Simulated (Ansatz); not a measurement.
**C₂H₅F₃OTi: one species, many methods**

One table from this session's results is given with a row withheld; the runs are named, their logs left out.

Program: Ansatz 0.2.0, Gaussian basis. Level of theory: functionals in def2-TZVPP, the program's frozen cores in correlated methods. These are calculated values, not measurements.

Plan: LDA (SPW92), PBE-D4, revPBE-D4, BLYP-D4, r2SCAN-D4, B97M-V, PBE0-D4, B3LYP-D4, r2SCANh-D4, r2SCAN0-D4, HSE06-D4, BHLYP-D4, CAM-B3LYP-D4, LC-ωPBE, ωB97X-V, ωB97M-V, B2PLYP, PBE-QIDH; CCSD(T)/def2-SVP; CCSD(T)/def2-TZVPP; MP2/def2-QZVPP; extrapolation to the limit; RPA on PBE.

### The geometry

All runs share one geometry, relaxed beforehand with PBE0-D4 in a triple-zeta def2 set.

SMILES `CC[O][Ti]([F])([F])[F]`, 12 atoms, charge 0, spin multiplicity 1.

Atoms are counted from 1 here; the program's logs count them from 0.

Bond lengths: C1–C2 1.510 Å, C1–H8 1.091 Å, C1–H9 1.092 Å, C1–H10 1.092 Å, C2–O3 1.404 Å, C2–H11 1.095 Å, C2–H12 1.095 Å, O3–Ti4 1.734 Å, Ti4–F5 1.758 Å, Ti4–F6 1.757 Å, Ti4–F7 1.758 Å. Angles: C2–C1–H8 110.8°, C2–C1–H9 109.7°, C2–C1–H10 110.8°, H8–C1–H9 108.4°, H8–C1–H10 108.5°, H9–C1–H10 108.4°, C1–C2–O3 111.2°, C1–C2–H11 111.1°, C1–C2–H12 111.1°, O3–C2–H11 107.7°, O3–C2–H12 107.7°, H11–C2–H12 107.9°, C2–O3–Ti4 171.5°, O3–Ti4–F5 109.4°, O3–Ti4–F6 109.1°, O3–Ti4–F7 109.5°, F5–Ti4–F6 109.5°, F5–Ti4–F7 109.8° and more.

As a file:

```mol
C2H5F3OTi
  3D, bonds by distance, orders not assigned

 12 11  0  0  0  0  0  0  0  0999 V2000
   -0.4172   -0.3367    1.6990 C   0  0
    0.4888   -0.8823    0.6216 C   0  0
    0.3622   -0.1463   -0.5677 O   0  0
    0.0329    0.9045   -1.9072 Ti  0  0
    1.5030    1.7562   -2.3581 F   0  0
   -1.1972    2.0683   -1.4380 F   0  0
   -0.5476   -0.0454   -3.2676 F   0  0
   -1.4625   -0.3851    1.3887 H   0  0
   -0.3010   -0.9253    2.6119 H   0  0
   -0.1699    0.7021    1.9251 H   0  0
    0.2474   -1.9259    0.3955 H   0  0
    1.5381   -0.8392    0.9306 H   0  0
  1  2  8  0
  2  3  8  0
  3  4  8  0
  4  5  8  0
  4  6  8  0
  4  7  8  0
  1  8  8  0
  1  9  8  0
  1 10  8  0
  2 11  8  0
  2 12  8  0
M  END
```

Set-up of the first run:

File in.yaml:

```yaml
crystal:
  periodic: [false, false, false]
  atoms:
    - {symbol: C, position_ang: [-0.417200, -0.336728, 1.699027]}
    - {symbol: C, position_ang: [0.488777, -0.882280, 0.621611]}
    - {symbol: O, position_ang: [0.362238, -0.146319, -0.567733]}
    - {symbol: Ti, position_ang: [0.032946, 0.904471, -1.907225]}
    - {symbol: F, position_ang: [1.503038, 1.756222, -2.358057]}
    - {symbol: F, position_ang: [-1.197186, 2.068301, -1.438047]}
    - {symbol: F, position_ang: [-0.547556, -0.045433, -3.267599]}
    - {symbol: H, position_ang: [-1.462525, -0.385062, 1.388658]}
    - {symbol: H, position_ang: [-0.301016, -0.925264, 2.611949]}
    - {symbol: H, position_ang: [-0.169869, 0.702075, 1.925107]}
    - {symbol: H, position_ang: [0.247424, -1.925878, 0.395509]}
    - {symbol: H, position_ang: [1.538129, -0.839207, 0.930599]}
basis:
  gaussian: {orbitals: def2-TZVPP}
hamiltonian: {xc: lda}
output: {orbitals: {seedname: orbitals}}
```

On the command line:

```bash
$ ansatz run in.yaml --threads 2 --pin off --events-out ev --progress --plain --max-ram 22528MiB --backend cuda --devices 0, --max-vram 18GiB
```

Among the steps run: LDA; PBE-D4 (GGA); revPBE-D4 (GGA); BLYP-D4 (GGA); r2SCAN-D4 (meta-GGA); B97M-V (meta-GGA); PBE0-D4 (hybrid); B3LYP-D4 (hybrid); r2SCANh-D4 (hybrid); r2SCAN0-D4 (hybrid); HSE06-D4 (hybrid); BHLYP-D4 (hybrid); CAM-B3LYP-D4 (range-separated); LC-ωPBE (range-separated); ωB97X-V (range-separated); ωB97M-V (range-separated); B2PLYP (double hybrid); PBE-QIDH (double hybrid).

One of the session's tables, all rows but one given; the rest of the session is left out.

It belongs to the step «Frontier levels by functional». 

```
  functional  HOMO (eV)  LUMO (eV)  gap (eV)
 LDA (SPW92)      -7.90      -3.25      4.64
      PBE-D4      -7.73      -2.97      4.77
   revPBE-D4      -7.66      -2.87      4.80
     BLYP-D4      -7.68      -2.92      4.76
   r2SCAN-D4      -8.07      -2.94      5.13
      B97M-V          ?          ?         ?
     PBE0-D4      -9.29      -2.06      7.23
    B3LYP-D4      -9.09      -2.37      6.71
  r2SCANh-D4      -8.65      -2.58      6.07
  r2SCAN0-D4      -9.52      -2.02      7.50
    HSE06-D4      -8.88      -2.44      6.44
    BHLYP-D4     -10.81      -0.97      9.83
CAM-B3LYP-D4     -10.77      -0.95      9.81
     LC-ωPBE     -12.06       0.30     12.36
     ωB97X-V     -11.73       0.27     12.00
     ωB97M-V     -11.65       0.26     11.90
```

Estimate the missing values for B97M-V.

The run gave: HOMO (eV): -8.18; LUMO (eV): -2.97; gap (eV): 5.21. In the column «HOMO (eV)» it lies between r2SCANh-D4 (-8.65) and r2SCAN-D4 (-8.07).
